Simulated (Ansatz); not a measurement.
The system is Zr2Cu3Sb3.

```
Sb Zr Cu
1.0
     4.26966    0.00000    0.00000
     0.00000    4.26966    0.00000
     0.00000    0.00000    8.57875
Sb Zr Cu
3 2 3
Direct
  0.00000 0.00000 0.66179
  0.00000 0.50000 0.01783
  0.50000 0.00000 0.01783
  0.00000 0.00000 0.27039
  0.50000 0.50000 0.74065
  0.50000 0.50000 0.33171
  0.00000 0.50000 0.47990
  0.50000 0.00000 0.47990
```

The cell comes from a database or a generator and needn't be the stable form of this composition.

| Quantity | Value |
| --- | --- |
| Program | Ansatz 0.2.0 |
| Task | single point |
| Functional | PBE |
| Potentials or basis | Ansatz PAW |
| Cutoff | 420 eV (not typed: the program's choice for these potentials) |
| k mesh | 6 × 6 × 3 |
| Occupations | fermi-dirac, width 0.05 eV |
| Spin | no spin polarisation |

On this cell: pressure 0.2 GPa; largest force 0.420 eV/Å; band gap on the k mesh none (metal or under the smearing width).

The same run follows on a disturbed copy (atoms moved at random, drawn with an rms of 0.05 Å):

```
Sb Zr Cu
1.0
     4.26966    0.00000    0.00000
     0.00000    4.26966    0.00000
     0.00000    0.00000    8.57875
Sb Zr Cu
3 2 3
Direct
  0.00096 0.99662 0.66096
  0.99421 0.50711 0.02045
  0.50853 0.00081 0.02232
  0.99847 0.99460 0.27477
  0.49495 0.50307 0.74012
  0.50473 0.49439 0.33432
  0.99134 0.49532 0.48087
  0.51472 0.99730 0.48639
```

**Question.** What changes?

**Answer.** The energy (extrapolated to zero smearing) moves by +8.0 meV/atom; pressure 0.5 GPa; largest force 0.531 eV/Å; band gap on the k mesh none (metal or under the smearing width).

Forces in eV/Å, atoms in the order of the input:
```
Sb   0.226  0.059  0.289
Sb   0.323 -0.280 -0.132
Sb  -0.426  0.152 -0.180
Zr   0.297  0.108 -0.254
Zr   0.021 -0.067  0.526
Cu  -0.286  0.048  0.006
Cu   0.224  0.011  0.009
Cu  -0.379 -0.030 -0.264
```

Stress tensor (GPa, compression positive):
```
 0.74 -0.06  0.54
-0.06  0.41 -0.04
 0.54 -0.04  0.32
```
